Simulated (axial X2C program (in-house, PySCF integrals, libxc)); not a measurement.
# A two-component session on GeF: EOM-EA-CCSD levels

Wanted for GeF: EOM-EA-CCSD levels, at the two-component level.

Computed with an in-house X2C program for linear molecules on PySCF integrals. Level: two-component X2C with atomic mean-field terms, Ge dyall-acv3z, F dyall-av3z.

All values are calculated.

### 1 The job

task.json

```json
{"zs": [32, 9], "q": 0, "bas": ["dyall-acv3z", "dyall-av3z"], "r0": 1.85, "eom": "ea", "thr": -1.0, "nmax": 92, "grid": [1, 0.96, 1.045, 0.92, 1.09, 1.15]}
```

Keys: zs atomic numbers; q charge; bas basis sets; r0 starting distance in Å; eom kind of EOM run; thr threshold in hartree for freezing inner shells (an s shell follows its p shell); nmax most natural virtual spinors; grid distances as factors.

Command:

```sh
> python soeom.py task.json out
```

Further steps of the session: EOM-EA-CCSD at 1.757 Å.

What does the calculation give? Wanted: next root; T1 of the reference; lowest state, Re and ωe.

**Answer**, as computed:

| quantity | value |
| --- | --- |
| lowest root at 1.757 Å | Ω = 1/2, 7.435 eV |
| next root | Ω = 3/2, about 840 cm⁻¹ higher |
| T1 of the reference | 0.024 |
| lowest state, Re and ωe | 1.756 Å, 659 cm⁻¹ |

What this shows: The added electron is bound by 7.44 eV in a spinor of 85% Ge pπ, 7% F pπ. Errors of 0.1 to 0.3 eV are usual at this size, and roots led by higher excitations are left out, so the list is incomplete, and low states of that kind can be missing. The bond is 0.086 Å longer than in the closed-shell reference at CCSD (1.670 Å).
